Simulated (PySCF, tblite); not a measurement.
# C6H16B2Si: geometry, infrared bands and NMR shifts

What infrared bands and NMR shifts should C6H16B2Si (`BCB(C1CC1)[SiH](C)C`) show?

Computed with tblite 0.8.0 and PySCF 2.14.0, with density-fitted response routines of our own, on a single molecule in the gas phase. Atoms count from 0, in the outputs and in this text.

## (1) The starting structure

25 atoms, charge 0, multiplicity 1; geometry from: force field or distance geometry start.

Bonds of the start (Å): B0–C1 1.60, C1–B2 1.61, B2–C3 1.56, C3–C4 1.52, C4–C5 1.49, B2–Si6 1.92, Si6–C7 1.87, Si6–C8 1.87, C5–C3 1.49, B0–H9 1.17, B0–H10 1.19, C1–H11 1.09, C1–H12 1.12, C3–H13 1.12, C4–H14 1.10, C4–H15 1.12, C5–H16 1.12, C5–H17 1.10, Si6–H18 1.48, C7–H19 1.12, C7–H20 1.10, C7–H21 1.12, C8–H22 1.10, C8–H23 1.10, C8–H24 1.10.

## (2) Optimising the geometry with GFN2-xTB

Job settings and geometry (Å):

```
{"job": {"kind": "relax", "xc": "GFN2-xTB", "basis": "xTB"}, "charge": 0, "multiplicity": 1}
B     -1.689400     2.275400     1.004000
C     -1.770600     1.175100    -0.149700
B     -0.574600     0.121200     0.103000
C     -0.997400    -1.357800     0.335100
C     -1.598400    -2.007300    -0.897100
C     -0.322300    -2.516100    -0.324600
Si     1.177300     0.866300     0.314600
C      2.310800    -0.298700     1.246300
C      1.895700     1.144200    -1.391200
H     -1.307000     3.335400     0.677200
H     -2.400100     2.191800     1.951900
H     -1.634800     1.616100    -1.137500
H     -2.751100     0.653100    -0.037300
H     -1.559100    -1.568600     1.284700
H     -2.536000    -2.571200    -0.759600
H     -1.470300    -1.408800    -1.831200
H     -0.386400    -3.464100     0.266700
H      0.655300    -2.319000    -0.784800
H      1.188500     2.136600     1.080900
H      2.394900    -1.225100     0.626900
H      3.323300     0.129900     1.345300
H      1.834800    -0.504900     2.236400
H      1.190800     1.660800    -2.058600
H      2.782000     1.796500    -1.336500
H      2.233300     0.163500    -1.755700
```

Started as:

```bash
$ OMP_NUM_THREADS=1 python probes_run.py task.json out
```

The driver reads the jobs from task.json and runs them one after another.

**Question.** This job is followed by: GFN2-xTB harmonic vibrations, gas phase; GIAO PBE0/pcSseg-1 NMR shielding, non-relativistic, gas phase. What will the session give for the following? strongest single infrared mode (GFN2-xTB); zero-point energy (GFN2-xTB); 13C shifts against TMS (PBE0/pcSseg-1, means over atoms taken as alike); 1H shifts against TMS (PBE0/pcSseg-1, means over atoms taken as alike); 11B shifts against BF3·OEt2 (PBE0/pcSseg-1); 29Si shifts against TMS (PBE0/pcSseg-1).

As calculated:

| quantity | value |
| --- | --- |
| strongest single infrared mode (GFN2-xTB) | 2069 cm⁻¹, 415 km/mol |
| zero-point energy (GFN2-xTB) | 128.2 kcal/mol |
| 13C shifts against TMS (PBE0/pcSseg-1, means over atoms taken as alike) | 73.5, 28.4, 14.8, -4.1 ppm |
| 1H shifts against TMS (PBE0/pcSseg-1, means over atoms taken as alike) | 8.02, 4.50, 4.27, 1.52, 1.19, 0.97, -0.03 ppm |
| 11B shifts against BF3·OEt2 (PBE0/pcSseg-1) | 99.7, 86.5 ppm |
| 29Si shifts against TMS (PBE0/pcSseg-1) | -45.5 ppm |

What this shows: Relaxing lowered the energy by 0.852 eV in 239 steps; the close pair that moved most is B2–Si6, from 1.915 to 1.975 Å. The lowest mode is imaginary (33i cm⁻¹), so the xTB geometry is not a minimum. The strongest single mode, at 2069 cm⁻¹, moves mainly H18. Unscaled tight-binding wavenumbers are off by several per cent, some by more. Its intensities can rank the bands wrongly. At PBE0/pcSseg-1: Shielding is most anisotropic at B0 (span 199 ppm, paramagnetic term -179 ppm).
